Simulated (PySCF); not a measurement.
**C2H9GeNSi: a tour of settings**

Which settings matter for C2H9GeNSi (`C=C[N]([SiH3])[GeH3]`), and how do bad ones show?

The runs use PySCF 2.14.0, with density-fitted response routines of our own; the level of theory stands in each step. All values are computed, except where a source is named. Atoms are numbered from 0 throughout.

## 1. Starting geometry

14 atoms, charge 0, multiplicity 1; geometry from: GFN2-xTB.

Bonds of the start (Å): C0–C1 1.33, C1–N2 1.38, N2–Si3 1.74, N2–Ge4 1.84, C0–H5 1.08, C0–H6 1.07, C1–H7 1.08, Si3–H8 1.47, Si3–H9 1.47, Si3–H10 1.46, Ge4–H11 1.49, Ge4–H12 1.50, Ge4–H13 1.50.

## 2. NMR shieldings: HCTH407/6-31G-J

The job: settings as JSON, then the geometry in Å.

```
{"job": {"kind": "nmr", "xc": "HCTH407", "basis": "6-31G-J", "pop": true, "scf": {"max_cycle": 1, "diis": false}}, "charge": 0, "multiplicity": 1}
C     -0.948190    -1.814115     0.704416
C     -1.070796    -0.616057     0.147885
N     -0.038402     0.264182    -0.125515
Si    -0.464628     1.782984    -0.865644
Ge     1.685374    -0.225699     0.305522
H      0.012377    -2.210154     0.998905
H     -1.808752    -2.433313     0.880499
H     -2.051902    -0.251582    -0.134830
H     -1.117533     1.510766    -2.150844
H     -1.382960     2.497821     0.027469
H      0.784260     2.517137    -1.046136
H      2.557196     0.913574    -0.106042
H      2.056552    -1.472641    -0.440778
H      1.786728    -0.463377     1.782928
```

Level: HCTH407/6-31G-J.

Launch:

```
$ OMP_NUM_THREADS=1 python probes_run.py task.json out
```

The driver reads the jobs from task.json and runs them one after another.

Log:

```text
KeyError: 'Element si (Z=14) not found in basis 6-31G-J version 0'
```

Wall time 0.02 s (1 thread of Arm Neoverse V2, shared host).

Why it failed: The basis 6-31G-J has no functions for an element of the molecule, so the input was refused before any integral. Cure: choose a basis that covers all elements.

## 3. NMR shieldings: PBE0/pcSseg-1

Same as in step 2 but for these lines:

```diff
@@ -1,2 +1,2 @@
-{"job": {"kind": "nmr", "xc": "HCTH407", "basis": "6-31G-J", "pop": true, "scf": {"max_cycle": 1, "diis": false}}, "charge": 0, "multiplicity": 1}
+{"job": {"kind": "nmr", "xc": "PBE0", "basis": "pcSseg-1", "pop": true, "scf": {"diis": false, "max_cycle": 97}}, "charge": 0, "multiplicity": 1}
 C     -0.948190    -1.814115     0.704416
```

With the program's defaults for keys left out, this is: GIAO PBE0/pcSseg-1 NMR shielding, non-relativistic, gas phase.

Log:

```text
final grid: 106720 points
cycle   1  E = -2501.9849018104  dE = -2.610e-01  |g| = 9.213e-01  |ddm| = 3.468e+00
cycle   2  E = -2501.9476619429  dE =  3.724e-02  |g| = 9.675e-01  |ddm| = 1.068e+00
cycle   3  E = -2501.8679257768  dE =  7.974e-02  |g| = 1.267e+00  |ddm| = 1.283e+00
cycle   4  E = -2501.6808686284  dE =  1.871e-01  |g| = 1.584e+00  |ddm| = 1.885e+00
cycle   5  E = -2501.3388640571  dE =  3.420e-01  |g| = 2.279e+00  |ddm| = 2.355e+00
cycle   6  E = -2499.9608186160  dE =  1.378e+00  |g| = 3.034e+00  |ddm| = 5.425e+00
cycle   7  E = -2492.1408789071  dE =  7.820e+00  |g| = 6.588e+00  |ddm| = 8.717e+00
cycle   8  E = -2448.4387667995  dE =  4.370e+01  |g| = 8.352e+00  |ddm| = 4.495e+01
cycle   9  E = -2141.5560353961  dE =  3.069e+02  |g| = 2.515e+01  |ddm| = 5.325e+01
cycle  10  E = -2200.7566674112  dE = -5.920e+01  |g| = 2.965e+01  |ddm| = 5.977e+01
[... 77 cycles left out ...]
cycle  88  E = -2194.8123405238  dE = -1.928e+02  |g| = 3.381e+01  |ddm| = 5.868e+01
cycle  89  E = -2002.0428272389  dE =  1.928e+02  |g| = 2.714e+01  |ddm| = 5.868e+01
cycle  90  E = -2194.8123405238  dE = -1.928e+02  |g| = 3.381e+01  |ddm| = 5.868e+01
cycle  91  E = -2002.0428272389  dE =  1.928e+02  |g| = 2.714e+01  |ddm| = 5.868e+01
cycle  92  E = -2194.8123405238  dE = -1.928e+02  |g| = 3.381e+01  |ddm| = 5.868e+01
cycle  93  E = -2002.0428272389  dE =  1.928e+02  |g| = 2.714e+01  |ddm| = 5.868e+01
cycle  94  E = -2194.8123405238  dE = -1.928e+02  |g| = 3.381e+01  |ddm| = 5.868e+01
cycle  95  E = -2002.0428272389  dE =  1.928e+02  |g| = 2.714e+01  |ddm| = 5.868e+01
cycle  96  E = -2194.8123405238  dE = -1.928e+02  |g| = 3.381e+01  |ddm| = 5.868e+01
cycle  97  E = -2002.0428272389  dE =  1.928e+02  |g| = 2.714e+01  |ddm| = 5.868e+01
SCF not converged, last energy = -2002.0428272389
```

It took 53 s on 1 thread of Arm Neoverse V2, shared host.

Why it failed: The SCF swings between two densities 192.77 Eh apart: plain iteration without DIIS overshoots. The remedy is to turn DIIS on. Numbers printed on the way are no properties of the molecule.

## 4. J couplings: B97-D/aug-cc-pVDZ in chloroform

Same as in step 3 but for these lines:

```diff
@@ -1,2 +1,2 @@
-{"job": {"kind": "nmr", "xc": "PBE0", "basis": "pcSseg-1", "pop": true, "scf": {"diis": false, "max_cycle": 97}}, "charge": 0, "multiplicity": 1}
+{"job": {"kind": "j", "xc": "B97-D", "basis": "aug-cc-pVDZ", "solvent": "chloroform"}, "charge": 0, "multiplicity": 1}
 C     -0.948190    -1.814115     0.704416
```

With the program's defaults for keys left out, this is: B97-D/aug-cc-pVDZ indirect spin-spin coupling, non-relativistic, IEF-PCM chloroform.

Log:

```text
coarse grid: 51560 points
cycle   1  E = -2503.6756374441  dE = -1.948e-01  |g| = 5.436e-01  |ddm| = 1.383e+01
cycle   2  E = -2503.5101774907  dE =  1.655e-01  |g| = 9.556e-01  |ddm| = 4.021e+00
cycle   3  E = -2503.7457067552  dE = -2.355e-01  |g| = 1.573e-01  |ddm| = 2.516e+00
cycle   4  E = -2503.7498276022  dE = -4.121e-03  |g| = 8.616e-02  |ddm| = 5.584e-01
cycle   5  E = -2503.7518234738  dE = -1.996e-03  |g| = 1.801e-02  |ddm| = 2.095e-01
cycle   6  E = -2503.7518987465  dE = -7.527e-05  |g| = 7.290e-03  |ddm| = 6.090e-02
cycle   7  E = -2503.7519127256  dE = -1.398e-05  |g| = 1.405e-03  |ddm| = 1.943e-02
cycle   8  E = -2503.7519132437  dE = -5.181e-07  |g| = 2.623e-04  |ddm| = 6.408e-03
final grid: 106720 points
cycle   9  E = -2503.7520849313  dE = -2.075e-07  |g| = 3.262e-04  |ddm| = 2.477e-02
cycle  10  E = -2503.7520848384  dE =  9.290e-08  |g| = 6.618e-04  |ddm| = 2.856e-03
cycle  11  E = -2503.7520849570  dE = -1.186e-07  |g| = 1.386e-04  |ddm| = 1.587e-03
cycle  12  E = -2503.7520849617  dE = -4.733e-09  |g| = 2.520e-05  |ddm| = 3.897e-04
cycle  13  E = -2503.7520849619  dE = -1.310e-10  |g| = 9.804e-06  |ddm| = 7.520e-05
converged SCF energy = -2503.7520849619

Indirect spin-spin couplings (Hz)
  i      j    bonds     total        FC       PSO       DSO        SD
  0 C    1 C    1    170.393   177.227    -7.060     0.227         -
  0 C    2 N    2     -1.530    -1.488     0.473    -0.011    -0.504
  0 C    3 Si   3     -5.197    -4.805    -0.303     0.058    -0.147
  0 C    5 H    1    156.670   154.939     0.792     0.938         -
  0 C    6 H    1    159.686   158.235     0.700     0.750         -
  0 C    7 H    2      1.122     2.362    -0.853    -0.387         -
  0 C    8 H    4      0.202     0.265     0.134    -0.198         -
  0 C    9 H    4      0.204     0.267     0.135    -0.198         -
  0 C   10 H    4      0.984     1.178     0.169    -0.363         -
  0 C   11 H    4      1.588     2.275     0.108    -0.795         -
  0 C   12 H    4      1.136     1.046    -0.064     0.154         -
  0 C   13 H    4      1.146     1.056    -0.064     0.153         -
  1 C    2 N    1    -19.583   -21.493     1.951    -0.161     0.120
  1 C    3 Si   2     -4.116    -4.179     0.024    -0.008     0.046
  1 C    5 H    2     -4.398    -3.000    -1.152    -0.247         -
  1 C    6 H    2      0.260     1.655    -1.044    -0.351         -
  1 C    7 H    1    166.020   164.776     0.046     1.197         -
  1 C    8 H    3      1.035     1.012    -0.050     0.073         -
  1 C    9 H    3      1.039     1.017    -0.050     0.073         -
  1 C   10 H    3      5.148     5.462     0.118    -0.432         -
  1 C   11 H    3      3.215     3.888     0.130    -0.803         -
  1 C   12 H    3     -0.267    -0.071    -0.068    -0.127         -
  1 C   13 H    3     -0.268    -0.073    -0.067    -0.127         -
  2 N    3 Si   1     24.397    25.595    -1.607     0.072     0.337
  2 N    5 H    3     -2.230    -2.333     0.146    -0.081     0.039
  2 N    6 H    3     -5.554    -5.646     0.011     0.136    -0.056
  2 N    7 H    2     -3.488    -3.645     0.182    -0.045     0.021
  2 N    8 H    2     -1.082    -1.066    -0.003    -0.010    -0.002
  2 N    9 H    2     -1.081    -1.066    -0.003    -0.010    -0.002
  2 N   10 H    2     -1.921    -1.920     0.028    -0.041     0.012
  2 N   11 H    2     -3.659    -3.852     0.004     0.173     0.016
  2 N   12 H    2     -0.915    -1.098    -0.045     0.223     0.005
  2 N   13 H    2     -0.927    -1.110    -0.045     0.223     0.005
  3 Si   5 H    4      0.210     0.260    -0.208     0.247    -0.089
  3 Si   6 H    4     -1.317    -1.311    -0.206     0.209    -0.009
  3 Si   7 H    3     -4.338    -4.356     0.146    -0.149     0.021
  3 Si   8 H    1   -196.112  -196.493     0.911    -0.290    -0.241
  3 Si   9 H    1   -196.183  -196.563     0.911    -0.290    -0.241
  3 Si  10 H    1   -187.287  -187.468     0.756    -0.328    -0.247
  3 Si  11 H    3     -2.144    -2.144     0.053    -0.111     0.057
  3 Si  12 H    3     -2.567    -2.891    -0.060     0.391    -0.007
  3 Si  13 H    3     -2.561    -2.885    -0.060     0.390    -0.007
  5 H    6 H    2     -3.949    -3.762     2.789    -2.975         -
  5 H    7 H    3      9.371    10.365     1.851    -2.845         -
  5 H    8 H    5     -0.418    -0.045     0.628    -1.000         -
  5 H    9 H    5     -0.417    -0.043     0.628    -1.002         -
  5 H   10 H    5     -0.774     0.016     0.540    -1.330         -
  5 H   11 H    5     -3.779    -0.322     0.373    -3.830         -
  5 H   12 H    5      1.358    -0.145    -0.975     2.477         -
  5 H   13 H    5      1.350    -0.142    -0.970     2.462         -
  6 H    7 H    3      4.931     4.951     0.258    -0.278         -
  6 H    8 H    5     -0.372    -0.219     0.491    -0.644         -
  6 H    9 H    5     -0.371    -0.218     0.491    -0.644         -
  6 H   10 H    5     -0.554     0.076     0.694    -1.324         -
  6 H   11 H    5     -1.609     0.025     0.770    -2.405         -
  7 H    8 H    4      0.673     0.096    -0.512     1.090         -
  7 H    9 H    4      0.678     0.097    -0.515     1.095         -
  7 H   10 H    4     -1.015     0.189     0.612    -1.816         -
  7 H   11 H    4     -1.070     0.325     0.880    -2.274         -
  7 H   12 H    4     -0.847    -0.129     0.857    -1.575         -
  7 H   13 H    4     -0.845    -0.128     0.856    -1.572         -
  8 H    9 H    2      6.146     7.608     0.471    -1.933         -
  8 H   10 H    2     -0.585     0.879     0.477    -1.941         -
  8 H   11 H    4     -0.325     0.132     0.281    -0.738         -
  8 H   12 H    4     -0.791    -0.237     0.278    -0.831         -
  8 H   13 H    4     -0.791     0.787     0.587    -2.165         -
  9 H   10 H    2     -0.591     0.873     0.477    -1.941         -
  9 H   11 H    4     -0.329     0.130     0.282    -0.741         -
  9 H   12 H    4     -0.788     0.790     0.587    -2.165         -
  9 H   13 H    4     -0.792    -0.239     0.278    -0.830         -
 10 H   11 H    4      2.009    -0.290    -0.754     3.053         -
 10 H   12 H    4     -1.099     0.368     0.306    -1.773         -
 10 H   13 H    4     -1.093     0.371     0.306    -1.770         -
 11 H   12 H    2      2.278     6.601     0.579    -4.902         -
 11 H   13 H    2      2.306     6.632     0.579    -4.905         -
 12 H   13 H    2      6.443    10.619     0.555    -4.731         -
```

Wall time 25 s (1 thread of Arm Neoverse V2, shared host); peak memory 0.87 GiB.

The basis is not made for couplings: without tight functions at the nuclei these values are rough.

Couplings of 1 Hz or more, nine at most for each number of bonds, with means over like pairs (isotopes 13C, 1H, 15N, 29Si):

```csv
pair,bonds,J (Hz),Fermi contact (Hz),dihedral (°)
Si3–H8,1,-193.2,-193.5,–
C0–C1,1,170.4,177.2,–
C1–H7,1,166.0,164.8,–
C0–H6,1,159.7,158.2,–
C0–H5,1,156.7,154.9,–
N2–Si3,1,24.4,25.6,–
C1–N2,1,-19.6,-21.5,–
C1–H5,2,-4.4,-3.0,–
C1–Si3,2,-4.1,-4.2,–
H5–H6,2,-3.9,-3.8,–
H11–H12,2,3.7,8.0,–
N2–H7,2,-3.5,-3.6,–
N2–H11,2,-1.8,-2.0,–
H8–H9,2,1.7,3.1,–
C0–N2,2,-1.5,-1.5,–
N2–H8,2,-1.4,-1.4,–
H5–H7,3,9.4,10.4,180
N2–H6,3,-5.6,-5.6,-180
C0–Si3,3,-5.2,-4.8,180
H6–H7,3,4.9,5.0,0
Si3–H7,3,-4.3,-4.4,0
Si3–H11,3,-2.4,-2.6,–
C1–H8,3,2.4,2.5,–
N2–H5,3,-2.2,-2.3,0
Si3–H6,4,-1.3,-1.3,–
C0–H11,4,1.3,1.5,–
```

The spin-dipole term was solved for some atoms only; pairs without it lack that part.

The response was solved for the nuclei of C, H, N, Si alone, so couplings that need other nuclei can be missing.

Quadrupole couplings from the field gradients of the same density:

```csv
atom,isotope,eQq/h (MHz),η
Ge4,73Ge,-40.5,0.00
N2,14N,-3.003,0.49
```

## 5. NMR shieldings: PBE0/STO-3G

Same as in step 4 but for these lines:

```diff
@@ -1,2 +1,2 @@
-{"job": {"kind": "j", "xc": "B97-D", "basis": "aug-cc-pVDZ", "solvent": "chloroform"}, "charge": 0, "multiplicity": 1}
+{"job": {"kind": "nmr", "xc": "PBE0", "basis": "STO-3G", "pop": false}, "charge": 0, "multiplicity": 1}
 C     -0.948190    -1.814115     0.704416
```

Level: GIAO PBE0/STO-3G NMR shielding, non-relativistic, gas phase.

Log:

```text
coarse grid: 51560 points
cycle   1  E = -2473.2932821391  dE = -1.952e+00  |g| = 6.070e-01  |ddm| = 4.497e+00
cycle   2  E = -2473.2504135486  dE =  4.287e-02  |g| = 7.775e-01  |ddm| = 1.999e+00
cycle   3  E = -2473.4180115768  dE = -1.676e-01  |g| = 1.715e-01  |ddm| = 1.142e+00
cycle   4  E = -2473.4264853044  dE = -8.474e-03  |g| = 5.321e-02  |ddm| = 2.875e-01
cycle   5  E = -2473.4273108868  dE = -8.256e-04  |g| = 1.285e-02  |ddm| = 7.848e-02
cycle   6  E = -2473.4273638327  dE = -5.295e-05  |g| = 9.071e-04  |ddm| = 1.771e-02
cycle   7  E = -2473.4273640757  dE = -2.430e-07  |g| = 2.515e-04  |ddm| = 1.519e-03
final grid: 106720 points
cycle   8  E = -2473.4273137980  dE = -8.381e-10  |g| = 2.425e-04  |ddm| = 6.761e-04
cycle   9  E = -2473.4273137690  dE =  2.909e-08  |g| = 3.942e-04  |ddm| = 8.641e-04
cycle  10  E = -2473.4273138168  dE = -4.785e-08  |g| = 4.042e-05  |ddm| = 5.470e-04
cycle  11  E = -2473.4273138173  dE = -5.366e-10  |g| = 5.052e-06  |ddm| = 5.697e-05
converged SCF energy = -2473.4273138173

GIAO shielding tensors (ppm)
atom      isotropic    diamagn.    paramagn.     s11        s22        s33       span
  0 C      154.547     255.223    -100.676     86.071    167.210    210.361    124.290
  1 C      120.369     254.101    -133.732     46.000    132.310    182.795    136.795
  2 N      340.612     312.440      28.172    273.743    320.488    427.603    153.860
  3 Si     566.735     869.194    -302.459    516.640    537.756    645.810    129.169
  4 Ge    2120.835    2730.409    -609.574   2018.237   2025.380   2318.889    300.652
  5 H       29.979      34.442      -4.463     25.823     28.754     35.362      9.539
  6 H       29.247      31.514      -2.266     26.189     27.502     34.051      7.862
  7 H       28.112      33.421      -5.310     23.356     29.056     31.923      8.567
  8 H       30.443      31.706      -1.263     26.173     27.844     37.311     11.138
  9 H       30.442      31.710      -1.267     26.173     27.844     37.310     11.137
 10 H       30.781      32.402      -1.621     25.176     30.210     36.957     11.781
 11 H       31.218      33.220      -2.002     24.037     27.903     41.715     17.678
 12 H       30.954      32.941      -1.987     24.841     26.483     41.536     16.695
 13 H       30.955      32.941      -1.985     24.844     26.480     41.542     16.698
```

Wall time 3.6 s (1 thread of Arm Neoverse V2, shared host).

The references, computed at this level on geometries of the same kind, shield at (ppm): ¹H TMS 33.02, ¹³C TMS 236.2, ²⁹Si TMS 508.7, ¹⁵N NH3 296.4. Their shielding less the atom's gives the shift. The references are single molecules in the gas phase, so shifts against H2O, NH3, PH3, H3PO4 or CFCl3 are not on the usual liquid scales and can be off by tens of ppm. Atoms listed in one row are averaged.

```csv
atoms,environment,σ (ppm),δ (ppm)
C1,alkene carbon bearing nitrogen,120.4,115.8
C0,β carbon of an enol-ether or enamine type C=C,154.5,81.6
H7,hydrogen on an alkene carbon bearing nitrogen,28.11,4.91
H6,hydrogen on a β carbon of an enol-ether or enamine type C=C,29.25,3.77
H5,hydrogen on a β carbon of an enol-ether or enamine type C=C,29.98,3.04
"H8, H9, H10",hydrogen on a silicon bonded to N,30.56,2.46
"H11, H12, H13",hydrogen on a germanium bonded to N,31.04,1.98
N2,enamine nitrogen,340.6,-44.2
Si3,"silicon bonded to N, 3 H",566.7,-58.1
Ge4,"germanium bonded to N, 3 H",2121,–
```

## 6. Shielding tensors: LC-wPBE/pcSseg-1

Same as in step 5 but for these lines:

```diff
@@ -1,2 +1,2 @@
-{"job": {"kind": "nmr", "xc": "PBE0", "basis": "STO-3G", "pop": false}, "charge": 0, "multiplicity": 1}
+{"job": {"kind": "nmr", "xc": "LC-wPBE", "basis": "pcSseg-1", "pop": true}, "charge": 0, "multiplicity": 1}
 C     -0.948190    -1.814115     0.704416
```

With the program's defaults for keys left out, this is: GIAO LC-wPBE/pcSseg-1 NMR shielding, non-relativistic, gas phase.

Log:

```text
coarse grid: 51560 points
cycle   1  E = -2502.0923385127  dE = -1.569e-01  |g| = 9.660e-01  |ddm| = 3.419e+00
cycle   2  E = -2502.1182178858  dE = -2.588e-02  |g| = 8.356e-01  |ddm| = 8.290e-01
cycle   3  E = -2502.1712274143  dE = -5.301e-02  |g| = 6.947e-02  |ddm| = 3.913e-01
cycle   4  E = -2502.1718780198  dE = -6.506e-04  |g| = 2.272e-02  |ddm| = 7.172e-02
cycle   5  E = -2502.1720010682  dE = -1.230e-04  |g| = 9.964e-03  |ddm| = 2.736e-02
cycle   6  E = -2502.1720259700  dE = -2.490e-05  |g| = 2.340e-03  |ddm| = 1.280e-02
cycle   7  E = -2502.1720273577  dE = -1.388e-06  |g| = 6.536e-04  |ddm| = 3.105e-03
final grid: 106720 points
cycle   8  E = -2502.1720799670  dE = -2.647e-07  |g| = 4.207e-04  |ddm| = 1.866e-03
cycle   9  E = -2502.1720800120  dE = -4.503e-08  |g| = 4.348e-04  |ddm| = 7.452e-04
cycle  10  E = -2502.1720800580  dE = -4.595e-08  |g| = 7.188e-05  |ddm| = 3.134e-04
cycle  11  E = -2502.1720800653  dE = -7.362e-09  |g| = 4.729e-05  |ddm| = 3.441e-04
cycle  12  E = -2502.1720800659  dE = -6.034e-10  |g| = 5.946e-06  |ddm| = 7.875e-05
converged SCF energy = -2502.1720800659

GIAO shielding tensors (ppm)
atom      isotropic    diamagn.    paramagn.     s11        s22        s33       span
  0 C       92.557     257.011    -164.453     -2.461    114.342    165.792    168.253
  1 C       36.649     251.608    -214.959    -84.105     53.564    140.487    224.592
  2 N      229.886     335.116    -105.230    161.777    246.369    281.513    119.736
  3 Si     395.459     880.946    -485.487    350.925    367.513    467.938    117.013
  4 Ge    1485.550    2756.794   -1271.244   1382.519   1413.803   1660.329    277.810
  5 H       27.545      32.984      -5.439     24.342     25.189     33.103      8.761
  6 H       27.284      29.824      -2.540     25.164     25.637     31.051      5.887
  7 H       25.180      31.391      -6.211     21.481     25.127     28.933      7.452
  8 H       27.111      29.821      -2.710     23.480     24.959     32.895      9.414
  9 H       27.112      29.825      -2.713     23.482     24.960     32.893      9.411
 10 H       27.267      30.376      -3.109     22.912     27.216     31.672      8.761
 11 H       27.526      30.158      -2.632     20.283     23.833     38.461     18.178
 12 H       27.331      29.914      -2.582     20.920     22.254     38.819     17.899
 13 H       27.333      29.913      -2.579     20.921     22.254     38.825     17.904
```

It took 27 s on 1 thread of Arm Neoverse V2, shared host; peak memory 0.73 GiB.

Key values: δ C1 154.4, C0 98.5, N2 39.7, Si3 -38.7, H7 6.60, H8 4.62 ppm (means over like atoms).

## 7. Comparing the runs: NMR shifts

Shifts (ppm) of some atoms, chosen among heavy atoms and hydrogens apart, means over like atoms, with basis size and wall time:

```csv
run,C1,C0,H7,H8,H11,N2,Si3,functions,time
PBE0/STO-3G,115.8,81.6,4.91,2.46,1.98,-44.2,-58.1,51,3.6 s
LC-wPBE/pcSseg-1,154.4,98.5,6.60,4.62,4.38,39.7,-38.7,161,27 s
```

## 8. Outcome

| quantity | value |
| --- | --- |
| largest coupling of the table (B97-D/aug-cc-pVDZ) | ¹J(Si,H) Si3–H8, -193.2 Hz |
| ¹³C shifts against TMS (PBE0/STO-3G) | 115.8, 81.6 ppm |
| ¹H shifts against TMS (PBE0/STO-3G, means over atoms taken as alike) | 4.91, 3.77, 3.04, 2.46, 1.98 ppm |
| ¹⁵N shifts against NH3 (PBE0/STO-3G) | -44.2 ppm |
| ²⁹Si shifts against TMS (PBE0/STO-3G) | -58.1 ppm |
| shieldings of Ge (PBE0/STO-3G) | Ge4 2120.8 ppm |
| range of the shift of N2 | -44.2 to 39.7 ppm |
| property runs in this session | 5, of which 2 failed and 1 gave unsound results |

Single values in the summary come from the first run of each kind that ended normally (PBE0/STO-3G; B97-D/aug-cc-pVDZ), which need not be the best level. A minimal basis gives no usable values, so read them as a test of settings alone. In the run at B97-D/aug-cc-pVDZ, the largest coupling of the table is Si3–H8 (mean over like pairs), -193.2 Hz, of which the Fermi-contact term gives -193.5 Hz. Couplings across rotatable bonds belong to this one conformer; where others are populated, the observed values are averages. At PBE0/STO-3G: The largest span, 301 ppm, is at Ge4, where the paramagnetic term is -610 ppm. Among the atoms with a shift in every run: In ppm, N2 moves most: its shift spreads over 83.8 ppm, from -44.2 (PBE0/STO-3G) to 39.7 (LC-wPBE/pcSseg-1). A minimal basis is unusable for shieldings, so that end is no result. Spin-orbit coupling is left out, which matters for shieldings and couplings at and beside the heavy atoms. Couplings from bases without tight functions are rough.
